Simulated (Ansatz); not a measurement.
# C3H7BrSi, SMILES Br[SiH2]C1CC1: a ladder of methods at one geometry

Program: the Ansatz DFT code, driven from Python.

`c3h7brsi.xyz`
```text
12

Br    3.18250    0.66650   -0.08080
Si    1.47820   -0.70870    0.24010
C    -0.06720    0.32110    0.49900
C    -1.40840   -0.24210    0.10800
C    -0.79840    0.87200   -0.69760
H     1.33060   -1.58320   -0.95120
H     1.74520   -1.54700    1.43500
H    -0.02370    0.94240    1.38570
H    -2.26210   -0.00250    0.73450
H    -1.47890   -1.21890   -0.35960
H    -1.23960    1.86010   -0.61100
H    -0.45840    0.64040   -1.70200
```

Run as a notebook:

**Cell 1**
```python
from pathlib import Path

import ansatz
import numpy as np
```

**Cell 2**
```python
BASIS = "def2-SVP"
```

**Cell 3**
```python
c3h7brsi = ansatz.Crystal.molecule_from_extxyz("c3h7brsi.xyz")
```

**Cell 4**
```python
job = c3h7brsi.calculation().basis(gaussian=BASIS).scf(lower_state_search="off")
```

**Cell 5**
```python
print("functional    E (Ha)        dipole (D)   HOMO (eV)  LUMO (eV)")
for name in ["pbe", "lc_wpbe", "revpbe", "hse06", "pbe0"]:
    report = job.functional(name).forces().orbitals().run(runs_dir="runs").report
    lines = Path(report["orbitals_path"]).read_text().splitlines()
    field_of = lambda key: [line.split("=")[1].strip() for line in lines if line.startswith(key)]
    orbitals = [(27.211386 * float(e), s, float(n)) for e, s, n in zip(field_of("Ene="), field_of("Spin="), field_of("Occup="))]
    homo = max(e for e, _, n in orbitals if n > 0.5)
    lumo = min(e for e, _, n in orbitals if n < 0.5)
    dipole = 4.803205 * np.linalg.norm(report["charge_distribution"]["dipole_moment_e_ang"])
    print(f"{name:10s} {report['free_energy_ev'] / 27.211386246:14.6f} {dipole:9.3f} {homo:11.3f} {lumo:10.3f}")
```
Output:
```text
functional    E (Ha)        dipole (D)   HOMO (eV)  LUMO (eV)
pbe          -2981.000196     1.872      -6.671     -0.464
lc_wpbe      -2981.193243     2.031     -10.682      2.706
revpbe       -2981.388165     1.872      -6.641     -0.362
hse06        -2981.137332     1.975      -7.573      0.049
pbe0         -2981.146824     1.975      -7.971      0.427
```

Caveats:
- These settings explore the input space; basis and method may be short of convergence.
- The geometry is a force-field or estimated start, not a minimum of this method, and the basis set is short of its limit. A lower total doesn't mark the better method: functionals have no common bound, and MP2 and coupled cluster aren't variational.
- Levels such as HOMO and LUMO are orbital energies: with these approximate functionals they aren't the ionisation energy and electron affinity, and their gap isn't the fundamental gap.
- hse06 follows the composition of plane-wave codes, whose totals differ by tens of mHa, up to about 0.1 Ha, from the form usual in Gaussian-basis programs (wpbeh).
- The whole script took 19 s on 1 thread of Arm Neoverse V2 (shared host), peak memory 0.34 GiB.
